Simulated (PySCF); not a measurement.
# C2H4BN: electronic excitations and core binding energies

Aim: predict the electronic excitations and core binding energies of C2H4BN (`C#CBN`).

Computed with PySCF 2.14.0, with density-fitted response routines of our own, on a single molecule in the gas phase. Atoms are numbered from 0 throughout.

## (1) The starting structure

8 atoms, charge 0, multiplicity 1; geometry from: GFN2-xTB.

Bonds of the start (Å): C0–C1 1.20, C1–B2 1.52, B2–N3 1.38, C0–H4 1.05, B2–H5 1.17, N3–H6 1.01, N3–H7 1.01.

## (2) Ultraviolet spectrum: wB97X-D/def2-SVPD

Job settings and geometry (Å):

```
{"job": {"kind": "uv", "xc": "wB97X-D", "basis": "def2-SVPD", "nstates": 8, "ntriplets": 3}, "charge": 0, "multiplicity": 1}
C      2.061326    -0.447834     0.504456
C      0.984767     0.034344     0.266736
B     -0.370168     0.654366    -0.034108
N     -1.432603    -0.171776    -0.355373
H      3.005028    -0.863160     0.715154
H     -0.524465     1.817199     0.004520
H     -1.356967    -1.174524    -0.403258
H     -2.357860     0.160799    -0.567211
```

Level: TDDFT wB97X-D/def2-SVPD, vertical, gas phase, core orbitals frozen in the response.

Command:

```console
> OMP_NUM_THREADS=1 python probes_run.py task.json out
```

One launch serves the whole session: the jobs run in the order shown.

**Question.** This job is followed by: delta-SCF UKS SCAN, pcX-2 on the ionised atom, pcseg-1 elsewhere, spin-free X2C. What will the session give for the following? lowest singlet (wB97X-D/def2-SVPD); brightest single state of those computed; lowest triplet; surface potential, 1st and 99th percentile; C1s binding energies, SCAN/pcX-2 (standing for 1 of 2 atoms); B1s binding energies, SCAN/pcX-2; N1s binding energies, SCAN/pcX-2.

As calculated:

```
                                                    quantity                        value
                          lowest singlet (wB97X-D/def2-SVPD)  5.38 eV (230 nm), f = 0.000
                    brightest single state of those computed  state 5, 7.85 eV, f = 0.265
                                              lowest triplet                      4.72 eV
                       surface potential, 1st and 99th percentile           -0.99 V and 1.85 V
C1s binding energies, SCAN/pcX-2 (standing for 1 of 2 atoms)                 C0 290.23 eV
                            B1s binding energies, SCAN/pcX-2                 B2 195.92 eV
                            N1s binding energies, SCAN/pcX-2                 N3 405.41 eV
```

**Reading.** The first singlet state (HOMO−1→LUMO 0.96) lies at 5.38 eV and is dark; of the 8 states computed, the strongest absorption comes from state 5 at 7.85 eV (the last state computed is bright too, and its partners may lie past the list). The lowest triplet lies 0.66 eV below the lowest singlet (triplets in Tamm-Dancoff, singlets in full TDDFT).
